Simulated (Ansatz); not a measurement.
**Cu (fcc type): how the settings move a single-point run**

Aim: see which settings change the result for Cu (fcc type), by how much, and at what cost.

Method: reference: DFT, PBEsol, all-electron LAPW, scalar-relativistic, in Ansatz 0.2.0.

## 1. The starting structure

Symmetry: Fm-3m, No. 225, cubic system. Conventional cell: a = 3.564 Å, b = 3.564 Å, c = 3.564 Å, α = 90.00°, β = 90.00°, γ = 90.00°. Around Cu (site symmetry m-3m) lie 12 Cu at 2.52 Å.

As a file:

```cif
data_structure
_symmetry_space_group_name_H-M 'Fm-3m'
_symmetry_Int_Tables_number 225
_cell_length_a 3.5636
_cell_length_b 3.5636
_cell_length_c 3.5636
_cell_angle_alpha 90.000
_cell_angle_beta 90.000
_cell_angle_gamma 90.000
_cell_volume 45.25
loop_
_atom_site_label
_atom_site_type_symbol
_atom_site_symmetry_multiplicity
_atom_site_Wyckoff_symbol
_atom_site_fract_x
_atom_site_fract_y
_atom_site_fract_z
_atom_site_occupancy
Cu1 Cu 4 a 0.00000 0.00000 0.00000 1
```

## 2. Reference

Input file input.yaml:

```yaml
crystal:
  lattice:
    - [-1.7817812439, 1.7817812439, 0.0]
    - [0.0, 0.0, 3.5635624878]
    - [1.7817812439, 1.7817812439, 0.0]
  atoms:
    - { symbol: Cu, position: [0.0, 0.0, 0.0] }
    - { symbol: Cu, position: [0.5, 0.5, 0.5] }
kpoints:
  mp_grid: { grid: [14, 10, 14] }
scf:
  occupations: { method: fermi_dirac, width: 0.1 }
hamiltonian:
  xc: pbesol
  pseudopotentials: { kind: all_electron, lapw: { basis_error: 0.001 } }
output:
  forces: true
  stress: true
  eigenvalues: true
```

Command:

```
$ ansatz run input.yaml --threads 1 --pin off --max-ram 3584MiB --backend cpu --events-out ev --progress --plain --runs-dir out
```

## 3. A further run, with the input changed

Edit input.yaml of step 2 so:

```diff
@@ -8,2 +8,3 @@
     - { symbol: Cu, position: [0.5, 0.5, 0.5] }
+  symmetry: { detect: false }
 kpoints:
@@ -12,2 +13,3 @@
   occupations: { method: fermi_dirac, width: 0.1 }
+  convergence: { dr2_threshold: 1.0e-09 }
 hamiltonian:
```

(Steps that only read results are left out.)

Before running it: what results should come out? Wanted: for each run, ending; energy change.

The runs gave:

```tsv
run	ending	energy change	cycles	time
reference	converged	-	7	22 s
1: symmetry.detect false, dr2_threshold 1.0e-09	timeout	-	8	2.2 min
```

Residual by cycle in the longest SCF loop of each run; runs are numbered as in the table. The quantity is the density residual dr2, in eV.

```tsv
cycle	reference	run 1
1	0.252	0.252
2	0.0408	0.0408
3	1.0e-3	1.0e-3
4	0.00261	0.00261
5	5.3e-5	5.3e-5
6	2.5e-8	3.2e-8
7	3.6e-10	3.5e-7
8	-	5.5e-10
```

**Reading.** With the changed use of symmetry and convergence setting the run ends out of time, 8 SCF cycles. 1 of the 1 altered inputs did not end normally.
